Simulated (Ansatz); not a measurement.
# C: a line through a two-coordinate scan

One table from this session's results is given with a row withheld; the runs are named, their logs left out.

Method: DFT LDA, scalar-relativistic, plane waves, PAW, in Ansatz 0.2.0.

72 further runs of the same task are left out: 72 set aside as unsound or not needed.

### The starting structure

Symmetry: Fd-3m, No. 227, cubic system. Conventional cell: a = 3.532 Å, b = 3.532 Å, c = 3.532 Å, α = 90.00°, β = 90.00°, γ = 90.00°. C (site symmetry -43m) is surrounded by 4 C at 1.53 Å.

As a file:

```cif
data_structure
_symmetry_space_group_name_H-M 'Fd-3m:1'
_symmetry_Int_Tables_number 227
_cell_length_a 3.5315
_cell_length_b 3.5315
_cell_length_c 3.5315
_cell_angle_alpha 90.000
_cell_angle_beta 90.000
_cell_angle_gamma 90.000
_cell_volume 44.04
loop_
_atom_site_label
_atom_site_type_symbol
_atom_site_symmetry_multiplicity
_atom_site_Wyckoff_symbol
_atom_site_fract_x
_atom_site_fract_y
_atom_site_fract_z
_atom_site_occupancy
C1 C 8 a 0.50000 0.00000 0.50000 1
```

It is the result of an earlier relaxation at this level (volume 5.51 Å³/atom; gap on the mesh: 4.21 eV).

### The scan

The energy is mapped over volume and the cell's shape.

First coordinate, volume per atom: 11 values from 4.845 to 6.166 Å³. Second coordinate, c/a of the conventional cell: 11 values from 0.886 to 1.128.

Nothing else is relaxed (symmetry fixes all fractional coordinates). Energies count from the relaxed crystal. Points are written as (first, second).

The first run:

input.yaml reads:

```yaml
crystal:
  lattice:
    - [0.0, 1.665140589, 1.7473985341]
    - [1.665140589, 0.0, 1.7473985341]
    - [1.665140589, 1.665140589, 0.0]
  atoms:
    - { symbol: C, position: [0.5, 0.5, 0.5] }
    - { symbol: C, position: [0.75, 0.75, 0.75] }
basis:
  ecutwfc: 520.0
kpoints:
  mp_grid: { grid: [12, 12, 12] }
hamiltonian:
  xc: lda
  pseudopotentials: { kind: paw, azcp: { folder: soft_1 } }
scf:
  occupations: { method: gaussian, width: 0.05 }
output:
  forces: true
  stress: true
  eigenvalues: true
  write_density: true
  write_potential: true
  elf: true
  volumetric_format: npy
```

Launch:

```sh
> ansatz run input.yaml --threads 1 --pin off --max-ram 2048MiB --backend cpu --events-out ev --progress --plain --runs-dir out
```

Among the steps run: Grid point (4.845 Å³, 1.049); The run at (4.977 Å³, 1.049); The run at (5.109 Å³, 1.049); Point (5.373 Å³, 1.049); The run at (5.506 Å³, 1.049); Grid point (5.638 Å³, 1.049); Point (5.770 Å³, 1.049); The run at (5.902 Å³, 1.049); Point (6.034 Å³, 1.049); Grid point (6.166 Å³, 1.049).

One table of the session follows, with a row left open; its other results are not shown here.

| volume per atom (Å³) | energy (meV/atom) | slope (meV/atom per Å³) | pressure (GPa) | band gap on the k-mesh (eV) |
| --- | --- | --- | --- | --- |
| 4.845 | 167 | −469 | 75 | 3.87 |
| 4.977 | ? | ? | ? | ? |
| 5.109 | 73 | −250 | 40 | 3.75 |
| 5.241 | 46 | −157 | 25 | 3.69 |
| 5.373 | 31 | −75 | 12 | 3.64 |
| 5.506 | 26 | 0 | 0 | 3.59 |
| 5.638 | 31 | 66 | −11 | 3.54 |
| 5.770 | 43 | 125 | −20 | 3.49 |
| 5.902 | 64 | 178 | −29 | 3.44 |
| 6.034 | 90 | 225 | −36 | 3.40 |
| 6.166 | 123 | 268 | −43 | 3.36 |

Estimate the missing values for volume per atom (Å³) = 4.977.

Worked estimate for «energy (meV/atom)». A straight line through the neighbours (4.845, 167) and (5.109, 73) gives 167 + (73 − 167) × (4.977 − 4.845) / (5.109 − 4.845) = 120; a parabola fitted to 3 rows on both sides gives 113.

The run gave: energy (meV/atom): 113; slope (meV/atom per Å³): −353; pressure (GPa): 57; band gap on the k-mesh (eV): 3.81. In «energy (meV/atom)» the line misses by +7 and the parabola by +0.

Energies count from the relaxed crystal. Rows without a step come from runs not printed here or follow by symmetry.

What this shows: Along the line the energy is lowest at 5.506 Å³, 26 meV/atom from the zero. V·d²E/dV² there is about 470 GPa, a bulk modulus under this line's constraint. The highest point computed, at 4.845 Å³, lies 141 meV/atom above the lowest.

Limits of these values: Warnings in the runs' records: pseudo functional mismatch.
